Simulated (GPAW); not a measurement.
Runs of GPAW 26.7.0 on CeTe. The structure is cubic, space group Fm-3m (No. 225). Conventional cell: a = 6.346 Å, b = 6.346 Å, c = 6.346 Å, α = 90.00°, β = 90.00°, γ = 90.00°. Ce (site symmetry m-3m) has 6 Te at 3.17 Å as nearest neighbours. Te (site symmetry m-3m) has 6 Ce at 3.17 Å as nearest neighbours. The cell comes from a database or a generator and needn't be the stable form of this composition.

```csv
level,potentials or basis,spin,U,fixed moment (μB),gap on the mesh (eV),pressure (GPa),moment (μB)
LDA,"the program's PAW data sets (release 1.2.1) made for this functional, pw","collinear, random start",-,-,none,-4.0,1.14
LDA,"the program's PAW data sets (release 1.2.1) made for this functional, pw","collinear, ferromagnetic start",-,-,none,-4.0,1.14
r2SCAN+U,"GPAW PAW data sets (gpaw-data 1.2.1), pw","collinear, ferromagnetic start",Ce f U = 4 eV,1.0,-,(a),1.00
LDA+U,"the program's PAW data sets (release 1.2.1) made for this functional, pw","collinear, ferromagnetic start",Ce f U = 7 eV,1.0,-,-4.5,1.00
```

Alike in all rows: task single point; cell as given; k mesh 5 × 5 × 5; cutoff (eV) 800; smearing gaussian 0.05 eV.

Problem. Estimate the missing entries.

Solution. (a) 0.2.

Caveats: one-centre terms of the f shell are cut off; the magnetic or orbital state may not be the lowest; spin-orbit coupling is left out, which moves the levels of the heavy elements; without U or exact exchange the open f shell lies at the Fermi level, which spoils levels, moments and volumes (some runs); the total moment is fixed, so each spin has its own Fermi level (some runs); the PAW data sets were made with another functional, which shifts forces and pressure a little (some runs).

A k mesh can miss the band edges, and the runs leave out spin-orbit coupling on Ce, Te.

A gap of «none» marks a metal or a gap under the smearing width.
